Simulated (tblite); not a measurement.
# C2H6BBrS2 (bromobis(methylthio)borane): the cost of one run

Computed with tblite 0.8.0 and PySCF 2.14.0 and routines of our own; the level stands in each step. Atoms count from 0.

### Step 1. The system as given

12 atoms, charge 0, multiplicity 1; geometry from: start built from the parent or by distance geometry.

### Step 2. Optimising the geometry with GFN2-xTB

What the job is given:

```
{"job": {"kind": "relax", "xc": "GFN2-xTB", "basis": "xTB"}, "charge": 0, "multiplicity": 1}
C      1.912800    -0.570900     0.353700
S      1.829400     0.853400    -0.813500
B      0.114100     1.372900    -0.299300
Br    -0.153600     2.693000     1.177600
S     -1.377100     0.932400    -1.388800
C     -1.935300    -0.457800    -0.374600
H      1.159900    -1.330100     0.046600
H      2.921500    -1.005200     0.330300
H      1.700800    -0.235700     1.396200
H     -2.105000    -0.123800     0.684200
H     -2.885100    -0.853400    -0.779700
H     -1.180000    -1.276300    -0.384700
```

Started as:

```bash
$ OMP_NUM_THREADS=1 python redox_run.py task.json out
```

The driver reads the jobs from task.json and runs them one after another.

**Question.** How long does this first job take on 1 thread of Arm Neoverse N1, shared host?

About 2.3 s.
